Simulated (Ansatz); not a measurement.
**CHBFN (SMILES N=C=BF): single points off equilibrium**

The task here is to estimate one member of a computed series from the others.

Method: single points in def2-TZVPP; program: Ansatz 0.2.0, Gaussian basis.

Cores are frozen in the correlated methods.

**The starting structure**

SMILES `N=C=BF`, 5 atoms, charge 0, spin multiplicity 1.

Atoms are counted from 1 here; the program's logs count them from 0.

Bond lengths: N1–C2 1.233 Å, N1–H5 1.106 Å, C2–B3 1.526 Å, B3–F4 1.384 Å. Angles: C2–N1–H5 119.5°, N1–C2–B3 164.5°, C2–B3–F4 147.8°.

Coordinates:

| atom | x (Å) | y (Å) | z (Å) |
| --- | --- | --- | --- |
| N1 | -0.67500 | 0.77470 | 1.12230 |
| C2 | -0.14120 | -0.02640 | 0.35180 |
| B3 | 0.57450 | -0.67780 | -0.82800 |
| F4 | 0.80900 | -1.82390 | -1.56700 |
| H5 | -0.56190 | 1.85970 | 0.94280 |

The first run:

Input file run/in.yaml:

```yaml
crystal:
  periodic: [false, false, false]
  atoms:
    - {symbol: N, position_ang: [-0.675000, 0.774700, 1.122300]}
    - {symbol: C, position_ang: [-0.141200, -0.026400, 0.351800]}
    - {symbol: B, position_ang: [0.574500, -0.677800, -0.828000]}
    - {symbol: F, position_ang: [0.809000, -1.823900, -1.567000]}
    - {symbol: H, position_ang: [-0.561900, 1.859700, 0.942800]}
basis:
  gaussian: {orbitals: def2-TZVPP}
correlation: {method: ccsd_t}
output: {forces: true}
```

The command line of these runs was not kept.

Steps of the session up to this table: CCSD(T)/def2-TZVPP; PBE0-D4/def2-TZVPP; wB97M-V/def2-TZVPP; r2SCAN-D4/def2-TZVPP; PBE-D4/def2-TZVPP; revPBE-D4/def2-TZVPP; wB97X-V/def2-TZVPP.

One of the session's tables, all rows but one given; the rest of the session is left out.

| method | RMS force component (eV/Å) | angle to CCSD(T) forces (°) | dipole (D) |
| --- | --- | --- | --- |
| CCSD(T) | 1.562 | reference | 1.33 |
| PBE0-D4 | 1.460 | 16.6 | 1.29 |
| wB97M-V | 1.463 | 15.3 | 1.30 |
| r2SCAN-D4 | 1.401 | 12.4 | 1.22 |
| PBE-D4 | ? | ? | ? |
| revPBE-D4 | 1.349 | 6.1 | 1.13 |
| wB97X-V | 1.481 | 14.4 | 1.31 |

Q: Estimate the row for PBE-D4 from the others.

As computed: RMS force component (eV/Å): 1.352; angle to CCSD(T) forces (°): 6.9; dipole (D): 1.17. In the column «RMS force component (eV/Å)» it lies between revPBE-D4 (1.349) and r2SCAN-D4 (1.401).
